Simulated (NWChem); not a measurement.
# InSiH4O (SMILES [SiH3][O][InH]): levels of theory compared

Wanted: a comparison of 3 runs (UHF/STO-3G, UHF/3-21G, U-r2SCAN/def2-SVP) of InSiH4O. 

The calculation is run with NWChem 7.3.0.

## Step 1: The molecule

InSiH4O: 7 atoms, total charge 0, spin state doublet. SMILES: `[SiH3][O][InH]`. The shape is that of a PBE0-D4/def2-TZVP optimisation. This is one conformer, not always the lowest.

Bond lengths: Si1–O2 1.625 Å, O2–In3 2.002 Å, Si1–H4 1.490 Å, Si1–H5 1.495 Å, Si1–H6 1.490 Å, In3–H7 1.772 Å. Angles: Si1–O2–In3 141.8°, O2–Si1–H4 110.7°, O2–Si1–H5 111.9°, O2–Si1–H6 110.7°, O2–In3–H7 112.6°, H4–Si1–H5 107.6°, H4–Si1–H6 108.2°, H5–Si1–H6 107.6°.

## Step 2: Energy and gradient at UHF/STO-3G (run 1)

File calc.nw:

```
START calc
TITLE "H4InOSi hf"
memory 2200 mb
GEOMETRY noautosym nocenter noautoz
  Si   -0.961400    0.595700   -0.254400
  O     0.217200   -0.339900    0.357900
  In    2.098000   -0.929600    0.008900
  H    -2.179400   -0.213500   -0.541700
  H    -0.544700    1.254700   -1.529400
  H    -1.334200    1.670800    0.708000
  H     2.704600   -2.038200    1.250700
END
BASIS "ao basis" spherical bse
  * library STO-3G
END
SCF
  nopen 1
  uhf
  thresh 1e-08
  maxiter 80
END
TASK scf gradient
```

Run with:

```console
nwchem calc.nw > calc.out
```

Standard output:

```text
[...]
  functions       =    45
[...]
  wavefunction    = UHF
[...]
         Total SCF energy =  -6044.624301260915
      One electron energy =  -8982.171340389639
      Two electron energy =   2634.457106720158
 Nuclear repulsion energy =    303.089932408567
                       Sz =      0.5000
                 Sz(Sz+1) =      0.7500
                      S^2 =      0.7590
[...]
                         UHF ENERGY GRADIENTS
    atom               coordinates                        gradient
                 x          y          z           x          y          z
   1 Si     -1.816783   1.125710  -0.480746    0.022139  -0.022876   0.019344
   2 O       0.410448  -0.642318   0.676333   -0.060768   0.026769  -0.000056
   3 In      3.964645  -1.756689   0.016819    0.045391   0.002897  -0.033718
   4 H      -4.118469  -0.403456  -1.023665   -0.025807  -0.018176  -0.005999
   5 H      -1.029334   2.371039  -2.890147    0.011471   0.013206  -0.027651
   6 H      -2.521272   3.157354   1.337926   -0.007366   0.022925   0.021267
   7 H       5.110953  -3.851640   2.363480    0.014940  -0.024745   0.026813
[...]
```

It took 6.9 s on 1 thread of Intel Xeon 6975P-C (Granite Rapids), shared host; peak memory 0.1 GiB.

## Step 3: Energy and gradient at UHF/3-21G (run 2)

File mymol.xyz:

```xyz
7
H4InOSi
Si    -0.961400     0.595700    -0.254400
O      0.217200    -0.339900     0.357900
In     2.098000    -0.929600     0.008900
H     -2.179400    -0.213500    -0.541700
H     -0.544700     1.254700    -1.529400
H     -1.334200     1.670800     0.708000
H      2.704600    -2.038200     1.250700
```

File run.py:

```python
from ase.io import read
from ase.calculators.nwchem import NWChem

mol = read('mymol.xyz')

calc = NWChem(
    label='mymol',
    theory='scf',
    memory='2200 mb',
    basis='3-21G',
    basispar='spherical bse',
    scf={'nopen': '1', 'uhf': None, 'thresh': '1e-08', 'maxiter': '80'},
)
mol.calc = calc

forces = mol.get_forces()
print("Total energy (eV):", round(mol.get_potential_energy(), 6))
print("forces (eV/A):")
for s, f in zip(mol.symbols, forces):
    print(f"{s:2s} {f[0]:10.5f} {f[1]:10.5f} {f[2]:10.5f}")
```

Run with:

```console
export ASE_NWCHEM_COMMAND="nwchem PREFIX.nwi > PREFIX.nwo"
python run.py
```

Standard output:

```text
Total energy (eV): -165416.007511
forces (eV/A):
Si   -1.01769    0.41986    0.03929
O     2.11484   -0.80537   -0.18342
In   -1.02901    0.27850    0.25541
H    -0.07641    0.13020   -0.09683
H    -0.06186    0.06176   -0.04973
H    -0.09199    0.09225   -0.12094
H     0.16213   -0.17720    0.15627
```

The calculator wrote mymol.nwi:

```
title "mymol"

permanent_dir mymol

scratch_dir mymol

start mymol

geometry units angstrom nocenter noautosym noautoz
  Si -9.6140000000000003e-01 5.9570000000000001e-01 -2.5440000000000002e-01
  O  2.1720000000000000e-01 -3.3989999999999998e-01 3.5790000000000000e-01
  In 2.0979999999999999e+00 -9.2959999999999998e-01 8.8999999999999999e-03
  H  -2.1793999999999998e+00 -2.1350000000000000e-01 -5.4169999999999996e-01
  H  -5.4469999999999996e-01 1.2546999999999999e+00 -1.5294000000000001e+00
  H  -1.3342000000000001e+00 1.6708000000000001e+00 7.0799999999999996e-01
  H  2.7046000000000001e+00 -2.0381999999999998e+00 1.2506999999999999e+00
end

memory 2200 mb

basis spherical bse noprint
   * library 3-21G
end

scf
  nopen 1
  uhf
  thresh 1e-08
  maxiter 80
end

task scf gradient
```

mymol.nwo:

```text
Northwest Computational Chemistry Package (NWChem) 7.3.0
             --------------------------------------------------------

           Job information
           ---------------

    nwchem branch   = 7.3.0
    use scalapack   = T
    input           = mymol.nwi
    prefix          = mymol.
    data base       = mymol/mymol.db
    status          = startup
    nproc           =        1

           Memory information
           ------------------

    heap     =     72089594 doubles =      550.0 Mbytes
    stack    =     72089599 doubles =      550.0 Mbytes
    global   =    144179200 doubles =     1100.0 Mbytes (distinct from heap & stack)
    total    =    288358393 doubles =     2200.0 Mbytes
    verify   = yes
    hardfail = no

[... 40 lines left out ...]
            Nuclear Dipole moment (a.u.)
[... 86 lines left out ...]
 1-e energy   =   -9002.888095
[... 7 lines left out ...]
         Quadratically convergent UHF
[... 15 lines left out ...]
       Final UHF  results
[... 3 lines left out ...]
      One electron energy =  -9003.063515268061
[... 1 line left out ...]
 Nuclear repulsion energy =    303.089932408567
[... 60 lines left out ...]
          Final beta eigenvalues
[... 279 lines left out ...]
                     UHF Final Beta Molecular Orbital Analysis
[... 316 lines left out ...]
                 ----------------------------------------
                 |  Time  |  1-e(secs)   |  2-e(secs)   |
                 ----------------------------------------
                 |  CPU   |       0.00   |       1.71   |
                 ----------------------------------------
                 |  WALL  |       0.00   |       1.71   |
                 ----------------------------------------

 Task  times  cpu:        7.2s     wall:        7.2s
 Total times  cpu:        7.2s     wall:        7.2s
```

Wall time 8.4 s (1 thread of Intel Xeon 6975P-C (Granite Rapids), shared host); peak memory 0.1 GiB.

## Step 4: Energy and gradient at U-r2SCAN/def2-SVP (core potential) (run 3)

File a.nw:

```
start a
memory stack 880 mb heap 220 mb global 1100 mb

geometry noautosym nocenter noautoz
   Si   -0.961400    0.595700   -0.254400
   O     0.217200   -0.339900    0.357900
   In    2.098000   -0.929600    0.008900
   H    -2.179400   -0.213500   -0.541700
   H    -0.544700    1.254700   -1.529400
   H    -1.334200    1.670800    0.708000
   H     2.704600   -2.038200    1.250700
end

basis spherical bse
   Si library def2-SVP
   O library def2-SVP
   In library def2-SVP
   H library def2-SVP
end

ecp bse
   In library def2-SVP
end

dft
   xc r2scan
   mult 2
   grid xfine
   convergence energy 1e-08
   maxiter 100
   mulliken
end

task dft gradient
```

Run with:

```console
nwchem a.nw > a.out
```

Standard output:

```text
[...]
          Wavefunction type:  spin polarized.
          No. of atoms     :     7
          No. of electrons :    47
[...]
          Charge           :     0
          Spin multiplicity:     2
[...]
          AO basis - number of functions:    78
[...]
              XC Information
              --------------
                      r^2SCAN Method XC Functional
               r^2SCAN metaGGA Exchange Functional  1.000
                     r^2SCAN Correlation Potential  1.000
[...]
 d= 0,ls=0.0,diis     1   -557.0031053022 -7.21D+02  1.70D-02  1.97D-01     4.5
[...]
 d= 0,ls=0.0,diis    11   -557.1122919552 -8.37D-09  2.97D-07  2.97D-10    49.7
[...]
         Total DFT energy =     -557.112291955184
      One electron energy =    -1169.724010825293
           Coulomb energy =      496.091023868193
    Exchange-Corr. energy =      -47.760347599347
 Nuclear repulsion energy =      164.281042601263
[...]
      Total Density - Mulliken Population Analysis
     ---------------------------------------------
    Atom       Charge   Shell Charges
 -----------   ------   -------------------------------------------------------
    1 Si  14    13.39   2.00  1.98  0.98  0.14  5.93  1.24  0.82  0.30
    2 O    8     8.64   1.99  1.08  0.73  2.84  2.00  0.01
    3 In  21    20.49  -0.60  2.60  1.05  0.42  2.77  3.23  0.73  0.22  9.64  0.43
    4 H    1     1.13   0.75  0.37  0.01
    5 H    1     1.14   0.75  0.38  0.01
    6 H    1     1.13   0.75  0.37  0.01
    7 H    1     1.08   0.65  0.42  0.01
[...]
      <S2> =      0.7590 (Exact =     0.7500)
[...]
  wavefunction    = open shell
                         DFT ENERGY GRADIENTS
    atom               coordinates                        gradient
                 x          y          z           x          y          z
   1 Si     -1.816783   1.125710  -0.480746    0.010014  -0.007535   0.004608
   2 O       0.410448  -0.642318   0.676333   -0.005556   0.007746  -0.007793
   3 In      3.964645  -1.756689   0.016819   -0.007332   0.000939   0.003372
   4 H      -4.118469  -0.403456  -1.023665    0.002450   0.000854   0.000656
   5 H      -1.029334   2.371039  -2.890147   -0.000195  -0.001526   0.002433
   6 H      -2.521272   3.157354   1.337926    0.001149  -0.002063  -0.001282
   7 H       5.110953  -3.851640   2.363480   -0.000532   0.001586  -0.001994
[...]
```

Run time: 64 s. Hardware: 1 thread of Intel Xeon 6975P-C (Granite Rapids), shared host; peak memory 0.15 GiB.

## Step 5: The series

| run | level | iteration cap | module | energy (Eh) | dipole moment (D) | HOMO energy (eV) | LUMO energy (eV) | wall time |
| --- | --- | --- | --- | --- | --- | --- | --- | --- |
| 1 | UHF/STO-3G | 80 | scf | -6044.624301 | 2.22 | -4.78 | 5.21 | 6.9 s |
| 2 | UHF/3-21G | 80 | scf | -6078.926203 | 2.63 | -8.24 | 0.17 | 8.4 s |
| 3 | U-r2SCAN/def2-SVP (core potential) | 100 | dft | -557.112292 | 2.37 | -5.53 | -3.75 | 64 s |

## Step 6: Results

```
                                 quantity          value
                      run 3: total energy  -557.11229 Eh
                     run 3: dipole moment         2.37 D
run 3: HOMO energy (highest over α and β)       -5.53 eV
 run 3: LUMO energy (lowest over α and β)       -3.75 eV
                              run 3: ⟨S²⟩          0.759
          run 3: largest force on an atom     0.687 eV/Å
```

What this shows: The dipole moment (its size) runs from 2.22 D (UHF/STO-3G) to 2.63 D (UHF/3-21G). Some runs of one species differ in core potentials or relativity; totals across that change don't compare. In run 1 the basis is minimal, so the values are rough. In runs 1, 2 relativity is left out where basis or elements ask for it. All runs together took 80 s, the longest 64 s.
